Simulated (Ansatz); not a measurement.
**CH₇AlGeSi: a ladder of functionals and wavefunction methods**

Aim: compute CH₇AlGeSi with functionals from several rungs and with coupled cluster, and see how far each lands from CCSD(T) at the basis-set limit for the atomisation energy.

The runs use Ansatz 0.2.0, Gaussian basis; functionals in def2-TZVPP, the program's frozen cores in correlated methods.

Plan: PBE-D4, r2SCAN-D4, PBE0-D4, B3LYP-D4, ωB97X-V, ωB97M-V, B2PLYP; CCSD(T)/def2-TZVPP; MP2/def2-QZVPP; extrapolation to the limit.

### 1 Structure used throughout

All runs share one geometry, relaxed beforehand with PBE0-D4/def2-TZVP.

SMILES `[CH2]1[AlH][GeH2][SiH2]1`, 11 atoms, charge 0, spin multiplicity 1.

Atoms are counted from 1 here; the program's logs count them from 0.

Bond lengths: C1–Al2 1.969 Å, C1–Si4 1.889 Å, C1–H5 1.101 Å, C1–H6 1.091 Å, Al2–Ge3 2.475 Å, Al2–H7 1.589 Å, Ge3–Si4 2.406 Å, Ge3–H8 1.536 Å, Ge3–H9 1.542 Å, Si4–H10 1.492 Å, Si4–H11 1.490 Å. Angles: Al2–C1–Si4 96.7°, Al2–C1–H5 105.7°, Al2–C1–H6 121.3°, Si4–C1–H5 107.2°, Si4–C1–H6 117.1°, H5–C1–H6 107.5°, C1–Al2–Ge3 89.7°, C1–Al2–H7 129.7°, Ge3–Al2–H7 140.1°, Al2–Ge3–Si4 72.4°, Al2–Ge3–H8 126.1°, Al2–Ge3–H9 114.7°, Si4–Ge3–H8 119.3°, Si4–Ge3–H9 111.9°, H8–Ge3–H9 108.3°, C1–Si4–Ge3 93.7°, C1–Si4–H10 109.7°, C1–Si4–H11 115.6° and more.

### 2 PBE-D4 (GGA)

Input file in.yaml:

```yaml
crystal:
  periodic: [false, false, false]
  atoms:
    - {symbol: C, position_ang: [-0.279461, 1.274506, -0.579519]}
    - {symbol: Al, position_ang: [1.234180, 0.926058, 0.631314]}
    - {symbol: Ge, position_ang: [0.295734, -1.308033, 1.137111]}
    - {symbol: Si, position_ang: [-0.729761, -0.532628, -0.896088]}
    - {symbol: H, position_ang: [-1.073892, 1.702328, 0.051867]}
    - {symbol: H, position_ang: [-0.170906, 1.919333, -1.452806]}
    - {symbol: H, position_ang: [2.545947, 1.784762, 0.890761]}
    - {symbol: H, position_ang: [1.066982, -2.636162, 1.129926]}
    - {symbol: H, position_ang: [-0.704743, -1.336358, 2.309975]}
    - {symbol: H, position_ang: [0.055051, -1.049771, -2.054564]}
    - {symbol: H, position_ang: [-2.173733, -0.801135, -1.147278]}
basis:
  gaussian: {orbitals: def2-TZVPP}
hamiltonian: {xc: pbe, dispersion: d4}
output: {forces: true, orbitals: {seedname: orbitals}}
```

On the command line:

```
ansatz run in.yaml --threads 4 --pin off --events-out ev --progress --plain --max-ram 10444MiB
```

The runs that follow: r2SCAN-D4 (meta-GGA); PBE0-D4 (hybrid); B3LYP-D4 (hybrid); ωB97X-V (range-separated); ωB97M-V (range-separated); B2PLYP (double hybrid); CCSD(T) in def2-TZVPP; MP2 in def2-QZVPP.

Q: Predict the results of all the runs planned. Wanted: atomisation energy, CCSD(T)/CBS; farthest; mean size of error, hybrid; mean size of error, range-separated; gap, smallest and largest; T1 diagnostic; triples share of the correlation energy.

As calculated:

| quantity | value |
| --- | --- |
| atomisation energy, CCSD(T)/CBS | 34.548 eV |
| functionals within 0.345 eV (1.0 %) | PBE-D4, r2SCAN-D4, PBE0-D4, ωB97X-V, ωB97M-V |
| farthest | B2PLYP (-0.734 eV) |
| mean size of error, hybrid | 0.321 eV |
| mean size of error, range-separated | 0.170 eV |
| gap, smallest and largest | 3.04 eV (PBE-D4), 8.72 eV (ωB97X-V) |
| T1 diagnostic | 0.0124 |
| triples share of the correlation energy | 3.9 % |

PBE-D4 misses by -0.195 eV, or 0.018 eV for each of 11 bonds. Double hybrids carry the basis error of their MP2 part in triple zeta, and no dispersion term here, so their miss is partly the set-up's. The reference freezes the cores and leaves out relativity and excitations past (T), and its outer-core shells are covered unevenly, so misses under about 0.345 eV can't be ranked. Hartree-Fock recovers 74 % of the binding; the rest is correlation. Orbital gaps span 3.0 to 8.7 eV; exact exchange widens them. Correlated methods include outer-core shells of Ge, which these sets cover unevenly.
